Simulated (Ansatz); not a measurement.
# CH₇NSiSn: one species, many methods

An exercise on one series of results from a longer session: the logs are not shown, and one member is left open.

Computed with Ansatz 0.2.0, Gaussian basis. Level: functionals in def2-TZVPP, the program's frozen cores in correlated methods.

Levels to be run: PBE-D4, r2SCAN-D4, PBE0-D4, B3LYP-D4, ωB97X-V, ωB97M-V, B2PLYP; CCSD(T)/def2-TZVPP; MP2/def2-QZVPP; extrapolation to the limit.

### Structure used throughout

All runs share one geometry, relaxed beforehand with PBE0-D4 in a triple-zeta def2 set. Sn takes the def2 core potential; no spin-orbit term is included.

SMILES `[CH2]1[SiH2][NH][SnH2]1`, 11 atoms, charge 0, spin multiplicity 1.

Atoms are counted from 1 here; the program's logs count them from 0.

Bond lengths: C1–Si2 1.890 Å, C1–Sn4 2.156 Å, C1–H5 1.090 Å, C1–H6 1.090 Å, Si2–N3 1.720 Å, Si2–H7 1.494 Å, Si2–H8 1.494 Å, N3–Sn4 2.042 Å, N3–H9 1.005 Å, Sn4–H10 1.711 Å, Sn4–H11 1.711 Å. Angles: Si2–C1–Sn4 88.8°, Si2–C1–H5 115.5°, Si2–C1–H6 115.5°, Sn4–C1–H5 113.3°, Sn4–C1–H6 113.3°, H5–C1–H6 109.1°, C1–Si2–N3 94.9°, C1–Si2–H7 112.8°, C1–Si2–H8 112.9°, N3–Si2–H7 114.9°, N3–Si2–H8 114.9°, H7–Si2–H8 106.4°, Si2–N3–Sn4 97.6°, Si2–N3–H9 130.2°, Sn4–N3–H9 132.1°, C1–Sn4–N3 78.6°, C1–Sn4–H10 118.9°, C1–Sn4–H11 118.9° and more.

Geometry (Å):

```
C    -1.0282    0.6419   -0.3698
Si    0.8363    0.9371   -0.4685
N     1.2589   -0.5323    0.3192
Sn   -0.6350   -1.2299    0.6260
H    -1.5366    0.5236   -1.3265
H    -1.5841    1.3494    0.2454
H     1.3298    1.0634   -1.8729
H     1.2656    2.1788    0.2427
H     2.1620   -0.9106    0.5458
H    -0.9627   -2.6914   -0.2020
H    -1.0406   -1.3871    2.2813
```

The first run:

The input, in.yaml:

```yaml
crystal:
  periodic: [false, false, false]
  atoms:
    - {symbol: C, position_ang: [-1.028200, 0.641927, -0.369790]}
    - {symbol: Si, position_ang: [0.836287, 0.937117, -0.468465]}
    - {symbol: N, position_ang: [1.258934, -0.532264, 0.319161]}
    - {symbol: Sn, position_ang: [-0.635018, -1.229888, 0.626032]}
    - {symbol: H, position_ang: [-1.536641, 0.523593, -1.326524]}
    - {symbol: H, position_ang: [-1.584099, 1.349358, 0.245366]}
    - {symbol: H, position_ang: [1.329831, 1.063416, -1.872879]}
    - {symbol: H, position_ang: [1.265649, 2.178804, 0.242664]}
    - {symbol: H, position_ang: [2.161952, -0.910596, 0.545779]}
    - {symbol: H, position_ang: [-0.962698, -2.691392, -0.202019]}
    - {symbol: H, position_ang: [-1.040599, -1.387075, 2.281274]}
basis:
  gaussian: {orbitals: def2-TZVPP}
hamiltonian: {xc: pbe, dispersion: d4}
output: {forces: true, orbitals: {seedname: orbitals}}
```

Started as:

```sh
$ ansatz run in.yaml --threads 4 --pin off --events-out ev --progress --plain --max-ram 10444MiB
```

Steps of the session up to this table: PBE-D4 (GGA); r2SCAN-D4 (meta-GGA); PBE0-D4 (hybrid); B3LYP-D4 (hybrid); ωB97X-V (range-separated); ωB97M-V (range-separated); B2PLYP (double hybrid); CCSD(T) in def2-TZVPP; MP2 in def2-QZVPP.

One of the session's tables, all rows but one given; the rest of the session is left out.

| method | atomisation energy (kJ/mol) |
| --- | --- |
| PBE-D4 | 3523.2 |
| r2SCAN-D4 | 3495.1 |
| PBE0-D4 | 3485.2 |
| B3LYP-D4 | 3497.8 |
| ωB97X-V | 3540.3 |
| ωB97M-V | 3516.4 |
| B2PLYP | 3454.2 |
| HF/def2-TZVPP | 2484.8 |
| MP2/def2-TZVPP | 3426.7 |
| CCSD/def2-TZVPP | ? |
| CCSD(T)/def2-TZVPP | 3424.8 |
| MP2/CBS | 3534.9 |
| CCSD(T)/CBS | 3533.1 |

Q: Estimate the row for CCSD/def2-TZVPP from the others.

The run gave: atomisation energy (kJ/mol): 3372.4. In the column «atomisation energy (kJ/mol)» it lies between HF/def2-TZVPP (2484.8) and CCSD(T)/def2-TZVPP (3424.8).

To keep in mind: Free atoms (1 C, 1 Si, 1 N, 1 Sn, 7 H) were run apart at each level; the atomisation energy is their sum less the molecule, without zero-point or spin-orbit terms.
